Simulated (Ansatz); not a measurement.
# C₂H₅NOSi: a ladder of functionals and wavefunction methods

How much do the methods differ for C₂H₅NOSi? The plan is to run it at one geometry with functionals of several rungs and with coupled cluster, and see how far each lands from CCSD(T) at the basis-set limit for the atomisation energy.

The runs use Ansatz 0.2.0, Gaussian basis; functionals in def2-TZVPP, the program's frozen cores in correlated methods.

Plan: LDA (SPW92), PBE-D4, revPBE-D4, BLYP-D4, r2SCAN-D4, B97M-V, PBE0-D4, B3LYP-D4, r2SCANh-D4, r2SCAN0-D4, HSE06-D4, BHLYP-D4, CAM-B3LYP-D4, LC-ωPBE, ωB97X-V, ωB97M-V, B2PLYP, PBE-QIDH; CCSD(T)/def2-SVP; CCSD(T)/def2-TZVPP; MP2/def2-QZVPP; extrapolation to the limit; RPA on PBE.

## (1) The geometry

An earlier PBE0-D4 in a triple-zeta def2 set relaxation fixed the geometry.

SMILES `OC1N=C1[SiH3]`, 10 atoms, charge 0, spin multiplicity 1.

Atoms are counted from 1 here; the program's logs count them from 0.

Bond lengths: O1–C2 1.381 Å, O1–H6 0.962 Å, C2–N3 1.481 Å, C2–C4 1.442 Å, C2–H7 1.088 Å, N3–C4 1.266 Å, C4–Si5 1.862 Å, Si5–H8 1.482 Å, Si5–H9 1.482 Å, Si5–H10 1.483 Å. Angles: C2–O1–H6 108.8°, O1–C2–N3 118.2°, O1–C2–C4 118.2°, O1–C2–H7 115.2°, N3–C2–C4 51.3°, N3–C2–H7 117.0°, C4–C2–H7 121.8°, C2–N3–C4 62.8°, C2–C4–N3 66.0°, C2–C4–Si5 152.4°, N3–C4–Si5 141.5°, C4–Si5–H8 107.8°, C4–Si5–H9 109.4°, C4–Si5–H10 107.6°, H8–Si5–H9 111.1°, H8–Si5–H10 109.9°, H9–Si5–H10 110.8°.

## (2) LDA

This LDA is Slater exchange with PW92 correlation.

in.yaml reads:

```yaml
crystal:
  periodic: [false, false, false]
  atoms:
    - {symbol: O, position_ang: [-1.777925, 1.291699, 0.179645]}
    - {symbol: C, position_ang: [-0.577901, 0.968632, 0.782901]}
    - {symbol: N, position_ang: [-0.454057, -0.358026, 1.429915]}
    - {symbol: C, position_ang: [0.126353, -0.200031, 0.316238]}
    - {symbol: Si, position_ang: [1.113272, -1.133373, -0.957822]}
    - {symbol: H, position_ang: [-2.376834, 1.638845, 0.847949]}
    - {symbol: H, position_ang: [-0.058418, 1.799859, 1.255423]}
    - {symbol: H, position_ang: [0.345279, -1.121121, -2.225070]}
    - {symbol: H, position_ang: [1.343284, -2.518950, -0.485548]}
    - {symbol: H, position_ang: [2.400047, -0.418633, -1.140834]}
basis:
  gaussian: {orbitals: def2-TZVPP}
hamiltonian: {xc: lda}
output: {orbitals: {seedname: orbitals}}
```

The run is started by

```bash
$ ansatz run in.yaml --threads 4 --pin off --events-out ev --progress --plain --max-ram 10444MiB
```

After this run come: PBE-D4 (GGA); revPBE-D4 (GGA); BLYP-D4 (GGA); r2SCAN-D4 (meta-GGA); B97M-V (meta-GGA); B3LYP-D4 (hybrid); r2SCANh-D4 (hybrid); r2SCAN0-D4 (hybrid); HSE06-D4 (hybrid); BHLYP-D4 (hybrid); CAM-B3LYP-D4 (range-separated); LC-ωPBE (range-separated); ωB97X-V (range-separated); ωB97M-V (range-separated); B2PLYP (double hybrid); PBE-QIDH (double hybrid); CCSD(T) in def2-SVP; CCSD(T) in def2-TZVPP; MP2 in def2-QZVPP; RPA on PBE orbitals.

Q: Predict the results of all the runs planned. Wanted: atomisation energy, CCSD(T)/CBS; farthest beyond LDA; mean size of error, GGA; mean size of error, meta-GGA; mean size of error, hybrid; mean size of error, range-separated; mean size of error, double hybrid; gap, smallest and largest; T1 diagnostic.

**Answer**, as computed:

| quantity | value |
| --- | --- |
| atomisation energy, CCSD(T)/CBS | 38.442 eV |
| functionals within 0.192 eV (0.5 %) | r2SCAN-D4, B97M-V, PBE0-D4, B3LYP-D4, LC-ωPBE |
| farthest beyond LDA | BHLYP-D4 (-1.579 eV) |
| mean size of error, GGA | 0.598 eV |
| mean size of error, meta-GGA | 0.086 eV |
| mean size of error, hybrid | 0.525 eV |
| mean size of error, range-separated | 0.194 eV |
| mean size of error, double hybrid | 0.352 eV |
| gap, smallest and largest | 3.70 eV (LDA (SPW92)), 11.35 eV (LC-ωPBE) |
| T1 diagnostic | 0.0122 |
| triples share of the correlation energy | 4.3 % |

The LDA atomisation energy is off by 6.519 eV (17 %): it overbinds. PBE-D4 is off by +1.306 eV. Double hybrids carry the basis error of their MP2 part in triple zeta, and no dispersion term here, so their miss is partly the set-up's. By mean error the best rung here is meta-GGA (0.086 eV) and the worst beyond LDA is GGA (0.598 eV). The reference freezes the cores and leaves out relativity and excitations past (T), so misses under about 0.192 eV can't be ranked. Hartree-Fock recovers 67 % of the binding; the rest is correlation. CCSD(T) in def2-SVP is off by -2.354 eV, worse than the median functional, from the basis alone. Orbital gaps span 3.7 to 11.4 eV; exact exchange widens them.
